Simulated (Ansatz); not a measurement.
# Li6ZnCl8: the cost of one run

Method: DFT PBE, scalar-relativistic, plane waves, PAW, in Ansatz 0.2.0.

**1. Starting point**

The cell holds 15 atoms (Cl8Li6Zn): a = 6.791 Å, b = 6.935 Å, c = 6.909 Å, α = 88.88°, β = 84.89°, γ = 90.74°.

It is the last frame of an earlier stage of the same melt, run at 1600 K.

Coordinates:

```
Zn Cl Li
1.0
     6.78429   -0.04576    0.30577
    -0.04576    6.93401    0.06891
     0.30577    0.06891    6.90222
Zn Cl Li
1 8 6
Cartesian
  6.9616 3.8288 6.9586
  1.1497 1.4911 3.5044
  5.4607 2.7922 5.3887
  0.2672 6.4047 6.5576
  1.8706 5.2760 2.5054
  4.0504 6.5503 5.5690
  4.7254 1.1916 2.0181
  5.3301 4.3956 1.9281
  2.3625 3.1920 6.1982
  6.7150 0.3508 2.5486
  1.4059 6.2771 4.4478
  0.2236 3.5925 2.9992
  5.0057 0.6204 6.9843
  3.1900 2.1222 4.5087
  4.1450 6.0886 2.6973
```

**2. Stage at 1150 K**

One k point, a Fermi-Dirac width of 0.099 eV and a fixed cell.

input.yaml reads:

```yaml
crystal:
  lattice:
    - [6.784291, -0.045759, 0.305774]
    - [-0.045759, 6.934014, 0.068913]
    - [0.305774, 0.068913, 6.902223]
  atoms:
    - { symbol: Zn, position: [0.9866234748, 0.5491625331, 0.9589778346] }
    - { symbol: Cl, position: [0.1483906384, 0.2110665887, 0.4990435876] }
    - { symbol: Cl, position: [0.7741393368, 0.4004155213, 0.7424268259] }
    - { symbol: Cl, position: [0.0031532684, 0.9143307465, 0.9408083518] }
    - { symbol: Cl, position: [0.2653564464, 0.7592289481, 0.3436425282] }
    - { symbol: Cl, position: [0.5685645029, 0.9407443376, 0.7722614584] }
    - { symbol: Cl, position: [0.685966004, 0.1737831405, 0.2602662935] }
    - { symbol: Cl, position: [0.7791962648, 0.6366925018, 0.2384657465] }
    - { symbol: Cl, position: [0.3116501727, 0.4536561818, 0.8796611417] }
    - { symbol: Li, position: [0.9754812021, 0.0538000063, 0.3254884007] }
    - { symbol: Li, position: [0.1850274836, 0.9002499787, 0.627221082] }
    - { symbol: Li, position: [0.0171011902, 0.5139474458, 0.428637523] }
    - { symbol: Li, position: [0.6942166565, 0.0843164813, 0.9802932861] }
    - { symbol: Li, position: [0.4438219827, 0.3027191464, 0.6305385393] }
    - { symbol: Li, position: [0.6008780543, 0.878505712, 0.3553923432] }
  symmetry: { detect: false }
basis:
  ecutwfc: 420
  xc_grid: 1
kpoints:
  mp_grid: { grid: [1, 1, 1], shift: [0.0, 0.0, 0.0] }
hamiltonian:
  xc: pbe
scf:
  occupations: { method: fermi_dirac, width: 0.0991 }
  lower_state_search: "off"
  convergence: { dr2_threshold: 1.0e-05 }
output:
  forces: true
  stress: true
md:
  timestep: 1.5
  n_steps: 250
  ensemble: nvt_langevin
  friction: 0.03
  temperature: 1150.0
  initial_velocities: maxwell_boltzmann
  seed: 42205
```

Launch:

```sh
> ansatz run input.yaml --threads 2 --pin off --max-ram 5120MiB --backend cpu --events-out ev --progress --plain --runs-dir out
```

What time and memory should one allow on 2 threads of Arm Neoverse V1, shared host?

About 2.3 min, with a peak of 0.38 GiB.
